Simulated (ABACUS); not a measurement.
Input of an ABACUS 3.10.1 run:

File INPUT:

```
INPUT_PARAMETERS
suffix              HPbNO4
calculation         nscf
basis_type          pw
pseudo_dir          ./
symmetry            -1
dft_functional      pz
ecutwfc             84.0
pseudo_rcut         7
nspin               1
nbands              59
ks_solver           dav
smearing_method     fd
smearing_sigma      0.00367493
scf_thr             1e-08
scf_nmax            100
mixing_type         broyden
mixing_beta         0.7
init_chg            file
pw_diag_thr         1e-07
out_band            1
kpar                8
```

Contents of STRU:

```
ATOMIC_SPECIES
H 1.0080 H.upf
Pb 207.2000 Pb.upf
N 14.0070 N.upf
O 15.9990 O.upf

LATTICE_CONSTANT
7.7864564394

LATTICE_VECTORS
0.9999962864 -0.0001965821 -0.0027181726
0.0009804837 1.5598476197 0.0130083975
0.0067735891 0.7783365912 1.8808638045

ATOMIC_POSITIONS
Cartesian

H
0.0
2
0.9071795615 0.7204219139 0.9192030357 1 1 1
0.4075991637 1.6174196778 0.9709845125 1 1 1

Pb
0.0
2
0.3996417624 1.0318167635 1.3331832525 1 1 1
0.8975468927 1.3060127193 0.5570144911 1 1 1

N
0.0
2
0.6356878090 0.4730380638 0.3907798793 1 1 1
0.1400137702 1.8650652956 1.5010992054 1 1 1

O
0.0
8
0.9122916054 0.9356547864 1.0244132928 1 1 1
0.5396217829 0.7611725956 0.3703330180 1 1 1
0.5356567385 0.2583493204 0.1994226375 1 1 1
0.8394770937 0.3927572144 0.6133962788 1 1 1
0.4119170848 1.4021849515 0.8657486231 1 1 1
0.0437913036 1.5770307680 1.5222941876 1 1 1
0.0412153099 2.0799648039 1.6928858709 1 1 1
0.3426126359 1.9450245272 1.2773199207 1 1 1
```

Contents of KPT:

```
K_POINTS
11
Line
0.00000000 0.50000000 0.50000000 6 // X
0.00000000 0.00000000 0.00000000 6 // G
0.50000000 0.00000000 0.00000000 1 // Y
0.50000000 0.50000000 0.50000000 6 // L
0.00000000 0.00000000 0.00000000 6 // G
-0.50000000 0.00000000 -0.50000000 1 // Z
-0.50000000 0.50000000 0.00000000 6 // N
0.00000000 0.00000000 0.00000000 6 // G
0.00000000 0.00000000 -0.50000000 1 // M
0.00000000 0.50000000 0.00000000 6 // R
0.00000000 0.00000000 0.00000000 1 // G
```

Potentials or basis: PseudoDojo NC SR 0.4.1 LDA standard, plane waves.

The run is started by

```bash
$ OMP_NUM_THREADS=1 mpirun -np 8 abacus > log
```

(1) Predict the band gap along the path.

## Answers

(1) 3.18 eV, indirect (least direct gap 3.25 eV).

Caveat: the density is read from an earlier self-consistent run, whose mesh may be coarse; spin-orbit coupling is left out, which moves the levels of the heavy elements.
